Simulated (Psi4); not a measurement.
# A workflow on MoS2F2 (SMILES [F][Mo]([F])(=[S])=[S]), part 2 of 3

Psi4 1.11. The steps go on from the part before.

### 3 A geometry optimisation at PBE0-D4/def2-TZVP (density fitting, core potential) (run 2)

The input, f2mos2.py:

```python
import psi4

psi4.set_memory('4400 MB')
psi4.set_num_threads(2)
psi4.set_output_file('psi4.out', False)

molecule = psi4.geometry("""
0 1
F     -0.839215    -0.078169     1.731084
Mo     0.057412    -0.079038     0.118126
F      1.641631    -1.025519     0.101289
S     -1.225945    -0.871190    -1.369791
S      0.481406     1.928278    -0.408964
symmetry c1
""")

psi4.set_options(dict(basis='def2-TZVP', scf_type='df', geom_maxiter=50, max_force_g_convergence=0.0002))

E = psi4.optimize("pbe0-d4")
print('E =', round(E, 9))
molecule.save_xyz_file('final.xyz', False)
```

Started as:

```sh
$ python f2mos2.py
```

psi4.out:

```text
Psi4 1.11 release

gradient() will perform analytic gradient computation.

   => Loading Basis Set <=

    Name: DEF2-TZVP
    Role: ORBITAL
    Keyword: BASIS

    !!!  WARNING: ECP capability is in beta. Please check occupations closely.  !!!

   => PBE0-D4(BJ,EEQ)ATM: Empirical Dispersion <=

        a1 =       0.400856
        a2 =       5.029288
       alp =      16.000000
        s6 =       1.000000
        s8 =       1.200655
        s9 =       1.000000
        ga =       3.000000
        gc =       2.000000
        wf =       6.000000

         ---------------------------------------------------------
                                   SCF
                              RKS Reference
                        2 Threads,   4196 MiB Core
         ---------------------------------------------------------

  ==> Geometry <==

    Molecular point group: c1
    Full point group: C1

    Geometry (in Angstrom), charge = 0, multiplicity = 1:

       Center              X                  Y                   Z               Mass
    ------------   -----------------  -----------------  -----------------  -----------------
         F           -0.824509271950    -0.103642248366     1.783590069939    18.998403162730
         MO           0.072117728050    -0.104511248366     0.170632069939    97.905404820000
         F            1.656336728050    -1.050992248366     0.153795069939    18.998403162730
         S           -1.211239271950    -0.896663248366    -1.317284930061    31.972071174400
         S            0.496111728050     1.902804751634    -0.356457930061    31.972071174400

  Running in c1 symmetry.

  Rotational constants: A =      0.07639  B =      0.06045  C =      0.05350 [cm^-1]
  Rotational constants: A =   2290.11890  B =   1812.25413  C =   1603.84580 [MHz]
  Nuclear repulsion =  332.220132221454094

  Charge       = 0
  Multiplicity = 1
  Electrons    = 64
  Nalpha       = 32
  Nbeta        = 32

  ==> Algorithm <==

  SCF Algorithm Type is DF.
  DIIS enabled.
  MOM disabled.
  Fractional occupation disabled.
  Guess Type is SAD.
  Energy threshold   = 1.00e-08
  Density threshold  = 1.00e-08
  Integral threshold = 1.00e-12

  ==> Primary Basis <==

  Basis Set: DEF2-TZVP
    Blend: DEF2-TZVP
    Number of shells: 62
    Number of basis functions: 176
    Number of Cartesian functions: 202
    Spherical Harmonics?: true
    Max angular momentum: 3

  Core potential: DEF2-TZVP
    Number of shells: 4
    Number of ECP primitives: 14
    Number of ECP core electrons: 28
    Max angular momentum: 3

  ==> DFT Potential <==

   => LibXC <=

    Version 7.1.2

   => Composite Functional: PBE0-D4BJEEQATM <=

    PBE0-d4bjeeqatm Hyb-GGA Exchange-Correlation Functional

    Deriv               =              1
    GGA                 =           TRUE
    Meta                =          FALSE

    Exchange Hybrid     =           TRUE
    MP2 Hybrid          =          FALSE

   => Exchange Functionals <=

    0.7500   Perdew, Burke & Ernzerhof

   => Exact (HF) Exchange <=

    0.2500               HF

   => Correlation Functionals <=

    1.0000   Perdew, Burke & Ernzerhof

   => LibXC Density Thresholds  <==

    XC_HYB_GGA_XC_PBEH:  1.00E-15

   => Molecular Quadrature <=

    Radial Scheme          =       TREUTLER
    Pruning Scheme         =           NONE
    Nuclear Scheme         =       TREUTLER

    Blocking Scheme        =         OCTREE
    BS radius alpha        =              1
    Pruning alpha          =              1
    Radial Points          =             75
    Spherical Points       =            302
    Total Points           =         109134
    Total Blocks           =            909
    Max Points             =            256
    Max Functions          =            162
    Weights Tolerance      =       1.00E-15

   => Loading Basis Set <=

    Name: (DEF2-TZVP AUX)
    Role: JKFIT
    Keyword: DF_BASIS_SCF

  ==> Integral Setup <==

  DFHelper Memory: AOs need 0.156 GiB; user supplied 2.702 GiB.
  SCF_SUBTYPE=INCORE selected. In-core MEM_DF algorithm will be used.
  Using in-core AOs.

  ==> MemDFJK: Density-Fitted J/K Matrices <==

    J tasked:                   Yes
    K tasked:                   Yes
    wK tasked:                   No
    Memory [MiB]:              2766
    Algorithm:                 Core
    Schwarz Cutoff:           1E-12
    Mask sparsity (%):       6.7536
    Fitting Condition:        1E-10

   => Auxiliary Basis Set <=

  Basis Set: (DEF2-TZVP AUX)
    Blend: DEF2-UNIVERSAL-JKFIT
    Number of shells: 175
    Number of basis functions: 665
    Number of Cartesian functions: 880
    Spherical Harmonics?: true
    Max angular momentum: 6

  Cached 100.0% of DFT collocation blocks in 0.372 [GiB].

  Minimum eigenvalue in the overlap matrix is 3.4542273587E-03.
  Reciprocal condition number of the overlap matrix is 7.2599662647E-04.
    Using symmetric orthogonalization.

  ==> Pre-Iterations <==

  SCF Guess: Superposition of Atomic Densities via on-the-fly atomic UHF (no occupation information).

   -------------------------
    Irrep   Nso     Nmo
   -------------------------
     A        176     176
   -------------------------
    Total     176     176
   -------------------------

  ==> Iterations <==

                           Total Energy        Delta E     RMS |[F,P]|

[... 2 lines left out ...]
   @DF-RKS iter   2: -1053.13219211010210    1.01964e+01   2.59294e-02 DIIS/ADIIS
[... 2 lines left out ...]
   @DF-RKS iter   5: -1064.09882682316265   -3.24270e-01   5.23153e-04 DIIS/ADIIS
[... 2 lines left out ...]
   @DF-RKS iter   8: -1064.10284438194503   -7.07435e-05   3.61810e-05 DIIS
[... 2 lines left out ...]
   @DF-RKS iter  11: -1064.10287094732212   -3.07518e-07   1.31595e-06 DIIS
[... 2 lines left out ...]
   @DF-RKS iter  14: -1064.10287099105062   -2.83762e-10   1.99529e-08 DIIS
[... 27 lines left out ...]
    Final Occupation by Irrep:
[... 10 lines left out ...]
    One-Electron Energy =               -2156.8760012387892857
[... 2 lines left out ...]
    Empirical Dispersion Energy =          -0.0061124788952481
[... 16 lines left out ...]
 Dipole X            :          5.5394750           -5.5670300           -0.0275550
[... 81 lines left out ...]
    Weights Tolerance      =       1.00E-15
[... 54 lines left out ...]
	   Step    Total Energy     Delta E     Max Force     RMS Force      Max Disp      RMS Disp   ~
[... 90 lines left out ...]
    !!!  WARNING: ECP capability is in beta. Please check occupations closely.  !!!
[... 53 lines left out ...]
   @DF-RKS iter   1: -1064.10293932440982    6.10379e-02   2.77246e-04 DIIS/ADIIS
[... 2 lines left out ...]
   @DF-RKS iter   4: -1064.10415284575220   -7.87867e-05   3.09688e-05 DIIS
[... 2 lines left out ...]
   @DF-RKS iter   7: -1064.10416602812393   -2.04304e-08   1.78522e-06 DIIS
[... 2 lines left out ...]
   @DF-RKS iter  10: -1064.10416609315121   -1.16188e-10   1.06933e-08 DIIS
[... 8 lines left out ...]
    Final Occupation by Irrep:
[... 10 lines left out ...]
    One-Electron Energy =               -2169.0703655876345692
[... 2 lines left out ...]
    Empirical Dispersion Energy =          -0.0061948440048329
[... 16 lines left out ...]
 Dipole X            :          5.4100657           -5.4294976           -0.0194319
[... 44 lines left out ...]
    Weights Tolerance      =       1.00E-15
[... 54 lines left out ...]
	   Step    Total Energy     Delta E     Max Force     RMS Force      Max Disp      RMS Disp
[... 108 lines left out ...]
                           Total Energy        Delta E     RMS |[F,P]|
[... 3 lines left out ...]
   @DF-RKS iter   2: -1064.10293537461848    1.46052e-03   3.26955e-04 DIIS/ADIIS
[... 2 lines left out ...]
   @DF-RKS iter   5: -1064.10450429574939   -2.49884e-07   3.65788e-06 DIIS
[... 2 lines left out ...]
   @DF-RKS iter   8: -1064.10450449920722   -5.05815e-09   7.93863e-08 DIIS
[... 2 lines left out ...]
  Energy and wave function converged.
[... 16 lines left out ...]
    Nuclear Repulsion Energy =            336.3485719239735090
[... 2 lines left out ...]
    DFT Exchange-Correlation Energy =     -60.3556186561270920
[... 2 lines left out ...]
    Total Energy =                      -1064.1045044993288684
[... 16 lines left out ...]
 Dipole Z            :         12.7496790          -12.8115728           -0.0618938
[... 92 lines left out ...]
	Measures of convergence in internal coordinates in au.
[... 76 lines left out ...]
    Weights Tolerance      =       1.00E-15
[... 22 lines left out ...]
   @DF-RKS iter   1: -1064.10451305973061    1.32555e-03   1.51652e-05 DIIS
[... 2 lines left out ...]
   @DF-RKS iter   4: -1064.10451691468052   -2.78478e-07   2.20969e-06 DIIS
[... 2 lines left out ...]
   @DF-RKS iter   7: -1064.10451698050883   -4.83260e-09   9.72296e-08 DIIS
[... 2 lines left out ...]
  Energy and wave function converged.
[... 16 lines left out ...]
    Nuclear Repulsion Energy =            336.4578410308983507
[... 2 lines left out ...]
    DFT Exchange-Correlation Energy =     -60.3566598692205218
[... 2 lines left out ...]
    Total Energy =                      -1064.1045169806450303
[... 16 lines left out ...]
 Dipole Z            :         12.6952908          -12.7594371           -0.0641463
[... 92 lines left out ...]
	Measures of convergence in internal coordinates in au.
[... 76 lines left out ...]
    Weights Tolerance      =       1.00E-15
[... 33 lines left out ...]
   @DF-RKS iter   1: -1064.10452117278487   -3.37694e-04   1.46362e-05 DIIS
[... 2 lines left out ...]
   @DF-RKS iter   4: -1064.10452493219100   -1.51617e-06   3.70794e-06 DIIS
[... 2 lines left out ...]
   @DF-RKS iter   7: -1064.10452510216396   -1.32977e-08   2.97014e-07 DIIS
[... 2 lines left out ...]
  Energy and wave function converged.
[... 19 lines left out ...]
      33A     -0.138460    34A     -0.134224    35A     -0.084472
      36A     -0.083153    37A     -0.078957    38A      0.000747
      39A      0.046473    40A      0.047612    41A      0.049925
[... 44 lines of this table left out ...]
     174A     57.005682   175A     57.062704   176A     85.564687

    Final Occupation by Irrep:
              A
    DOCC [    32 ]
    NA   [    32 ]
    NB   [    32 ]

  @DF-RKS Final Energy: -1064.10452510355867

   => Energetics <=

    Nuclear Repulsion Energy =            336.3589270340995085
    One-Electron Energy =               -2165.1607568773415551
    Two-Electron Energy =                 825.0596075454632228
    DFT Exchange-Correlation Energy =     -60.3561363355261733
    Empirical Dispersion Energy =          -0.0061664702537319
    VV10 Nonlocal Energy =                  0.0000000000000000
    Total Energy =                      -1064.1045251035586716

Computation Completed

Properties will be evaluated at   0.000000,   0.000000,   0.000000 [a0]

Properties computed using the SCF density matrix

 Multipole Moments:

 ------------------------------------------------------------------------------------
     Multipole            Electronic (a.u.)      Nuclear  (a.u.)        Total (a.u.)
 ------------------------------------------------------------------------------------

 L = 1.  Multiply by 2.5417464519 to convert [e a0] to [Debye]
 Dipole X            :          5.3881045           -5.4185364           -0.0304319
 Dipole Y            :         -7.5529254            7.5963046            0.0433791
 Dipole Z            :         12.5923672          -12.6639137           -0.0715465
 Magnitude           :                                                    0.0890323

 ------------------------------------------------------------------------------------

	total time  =          6 seconds =       0.10 minutes

         ------------------------------------------------------------
                                   SCF GRAD
         ------------------------------------------------------------

  ==> Geometry <==

    Molecular point group: c1
    Full point group: C1

    Geometry (in Angstrom), charge = 0, multiplicity = 1:

       Center              X                  Y                   Z               Mass
    ------------   -----------------  -----------------  -----------------  -----------------
         F           -0.798734995858    -0.120621798979     1.772816919813    18.998403162730
         MO           0.069870116016    -0.097868674648     0.163247714530    97.905404820000
         F            1.630713773011    -1.051461190159     0.175017377041    18.998403162730
         S           -1.192859147347    -0.883021939849    -1.299869361450    31.972071174400
         S            0.484524360370     1.879190664882    -0.357470088153    31.972071174400

  Nuclear repulsion =  336.358927034099509

   => Molecular Quadrature <=

    Radial Scheme          =       TREUTLER
    Pruning Scheme         =           NONE
    Nuclear Scheme         =       TREUTLER

    Blocking Scheme        =         OCTREE
    BS radius alpha        =              1
    Pruning alpha          =              1
    Radial Points          =             75
    Spherical Points       =            302
    Total Points           =         109099
    Total Blocks           =            919
    Max Points             =            256
    Max Functions          =            162
    Weights Tolerance      =       1.00E-15

  -Total Gradient:
     Atom            X                  Y                   Z
    ------   -----------------  -----------------  -----------------
       1       -0.000079211669     0.000005184012    -0.000038061269
       2        0.000050813716     0.000122972550     0.000005921226
       3       -0.000019204876    -0.000042571611    -0.000091037730
       4       -0.000014129603     0.000037816429    -0.000059445644
       5       -0.000057342341     0.000032640073    -0.000089374872

	total time  =          4 seconds =       0.07 minutes

    			-----------------------------------------

    			 OPTKING 3.0: for geometry optimizations

    			        with contributions from

    			-----------------------------------------

	                            ===> Fragment 1 <==

	 Z (Atomic Numbers)          Masses                          Geom
	       9.000000            18.998403         -1.50939039 -0.22794216  3.35013845
	      42.000000            97.905405          0.13203538 -0.18494499  0.30849347
	       9.000000            18.998403          3.08160242 -1.98697368  0.33073491
	      16.000000            31.972071         -2.25417709 -1.66866963 -2.45639709
	      16.000000            31.972071          0.91561834  3.55115569 -0.67552056

	 - Coordinate -           - BOHR/RAD -       - ANG/DEG -
	 R(1,2)           =         3.456549           1.829127
	 R(2,3)           =         3.456551           1.829128
	 R(2,4)           =         3.942089           2.086064
[... 18 lines of this table left out ...]
	 O(5,2,3,4)       =         0.999583          57.271897

	        --- Internal Coordinate Step in ANG or DEG, aJ/ANG or AJ/DEG ---
	-------------------------------------------------------------------------------
	           Coordinate      Previous         Force          Change          New
	           ----------      --------        ------          ------        ------
	               R(1,2)       1.82913       -0.00034       -0.00009       1.82903
	               R(2,3)       1.82913       -0.00035       -0.00010       1.82903
	               R(2,4)       2.08606        0.00004        0.00003       2.08609
[... 18 lines of this table left out ...]
	           O(5,2,3,4)      57.27190       -0.00000       -0.00987      57.26202
	-------------------------------------------------------------------------------

	                                 ==> Convergence Check <==

	Measures of convergence in internal coordinates in au.

	Criteria marked as inactive (o), active & met (*), and active & unmet ( ).

	----------------------------------------------------------------------------------------------
	   Step    Total Energy     Delta E     Max Force     RMS Force      Max Disp      RMS Disp
	----------------------------------------------------------------------------------------------
	  Convergence Criteria              o    2.00e-04 *             o             o             o
	----------------------------------------------------------------------------------------------
	     5   -1064.10452510   -8.12e-06 o    5.22e-05 *    2.69e-05 o    7.98e-04 o    3.70e-04 o  ~
	----------------------------------------------------------------------------------------------

Next Geometry in Ang
	Fragment 1 (Ang)

	    F  -0.7984242777  -0.1206547777   1.7727504164
	   Mo   0.0696908409  -0.0979471859   0.1630212896
	    F   1.6306475731  -1.0511653992   0.1753060556
	    S  -1.1931224772  -0.8831653380  -1.3000311425
	    S   0.4847224471   1.8791497620  -0.3573040574

    Final optimized geometry and variables:
    Molecular point group: c1
    Full point group: C1

    Geometry (in Angstrom), charge = 0, multiplicity = 1:

    F           -0.798734995858    -0.120621798979     1.772816919813
    MO           0.069870116016    -0.097868674648     0.163247714530
    F            1.630713773011    -1.051461190159     0.175017377041
    S           -1.192859147347    -0.883021939849    -1.299869361450
    S            0.484524360370     1.879190664882    -0.357470088153

[set-up sections that repeat, and orbital energies of the middle runs, are left out above]
```

On the terminal:

```text
Optimizer: Optimization complete!
E = -1064.104525104
```

It took 56 s on 2 threads of AMD EPYC 7R43 (Zen 3), shared host; peak memory 0.96 GiB.

Steps, from the record of the run:

```tsv
step	energy from the first frame kept (eV)	largest force (eV/Å)
0	0.0000	1.0647
1	-0.0352	0.4450
2	-0.0444	0.0562
3	-0.0448	0.0337
4	-0.0450	0.0068
```

After the run. Bond lengths: F1–Mo2 1.829 Å, Mo2–F3 1.829 Å, Mo2–S4 2.086 Å, Mo2–S5 2.086 Å. Angles: F1–Mo2–F3 113.1°, F1–Mo2–S4 109.0°, F1–Mo2–S5 109.0°, F3–Mo2–S4 109.0°, F3–Mo2–S5 109.0°, S4–Mo2–S5 107.6°.

Runs 3 to 9 aren't shown in full; the table further down has their settings and results.

### 4 A single-point energy at MP2/def2-QZVPP (density fitting, core potential, density fitting for correlation) (run 10)

The input, f2mos2.xyz:

```xyz
5
F2MoS2
F     -0.813441    -0.095149     1.720311
Mo     0.055164    -0.072395     0.110742
F      1.616008    -1.025988     0.122511
S     -1.207565    -0.857549    -1.352375
S      0.469819     1.904664    -0.409976
```

The input, run.py:

```python
import psi4

psi4.set_memory(4400000000)
psi4.set_num_threads(2)
psi4.set_output_file('f2mos2.out', False)

with open('f2mos2.xyz') as f:
    atoms = ''.join(f.readlines()[2:])
molecule = psi4.geometry('0 1\n' + atoms + 'symmetry c1')

psi4.set_options({
    'basis': 'def2-QZVPP',
    'scf_type': 'df',
    'num_frozen_docc': 12,
})

result = psi4.energy("mp2")
print(f'total energy {result:.8f} hartree = {result * 27.211386:.5f} eV')
for k, v in sorted(psi4.core.scalar_variables().items()):
    print(f'{k:45s} {v:18.10f}')
```

Started as:

```sh
$ python run.py
```

f2mos2.out, shortened:

```text
[...]
    !!!  WARNING: ECP capability is in beta. Please check occupations closely.  !!!
[...]
  Running in c1 symmetry.
[...]
  Nuclear repulsion =  336.358915824114774
[...]
  Multiplicity = 1
[...]
  Nalpha       = 32
  Nbeta        = 32
[...]
    Number of basis functions: 335
[...]
   @DF-RHF iter   1: -1061.19150705677453   -7.03391e-01   3.30772e-03 DIIS/ADIIS
[...]
   @DF-RHF iter  19: -1061.72129056509084   -1.41881e-10   9.07330e-09 DIIS
[...]
  @DF-RHF Final Energy: -1061.72129056509084
   => Energetics <=
    Nuclear Repulsion Energy =            336.3589158241147743
    One-Electron Energy =               -2163.9109676523185044
    Two-Electron Energy =                 765.8307612631128904
    Total Energy =                      -1061.7212905650908397
[...]
```

On the terminal:

```text
total energy -1063.31996104 hartree = -28934.40990 eV
CURRENT CORRELATION ENERGY                         -1.5986704764
CURRENT ENERGY                                  -1063.3199610415
CURRENT REFERENCE ENERGY                        -1061.7212905651
CUSTOM SCS-MP2 CORRELATION ENERGY                  -1.5256279223
CUSTOM SCS-MP2 TOTAL ENERGY                     -1063.2469184873
DD SOLVATION ENERGY                                 0.0000000000
HF KINETIC ENERGY                                1016.7887373914
HF POTENTIAL ENERGY                             -2078.5100279565
HF TOTAL ENERGY                                 -1061.7212905651
HF VIRIAL RATIO                                     2.0441906480
MP2 CORRELATION ENERGY                             -1.5986704764
MP2 DOUBLES ENERGY                                 -1.5986704764
MP2 OPPOSITE-SPIN CORRELATION ENERGY               -1.1454666501
MP2 SAME-SPIN CORRELATION ENERGY                   -0.4532038263
MP2 SINGLES ENERGY                                 -0.0000000000
MP2 TOTAL ENERGY                                -1063.3199610415
NUCLEAR REPULSION ENERGY                          336.3589158241
ONE-ELECTRON ENERGY                             -2163.9109676523
PCM POLARIZATION ENERGY                             0.0000000000
PE ENERGY                                           0.0000000000
SCF ITERATION ENERGY                            -1061.7212905651
SCF ITERATIONS                                     19.0000000000
SCF TOTAL ENERGY                                -1061.7212905651
SCS-MP2 CORRELATION ENERGY                         -1.5256279223
SCS-MP2 TOTAL ENERGY                            -1063.2469184873
TWO-ELECTRON ENERGY                               765.8307612631
```

Run time: 17 s. Hardware: 2 threads of AMD EPYC 7R43 (Zen 3), shared host; peak memory 1.1 GiB.

(Continued in part 3 of 3.)
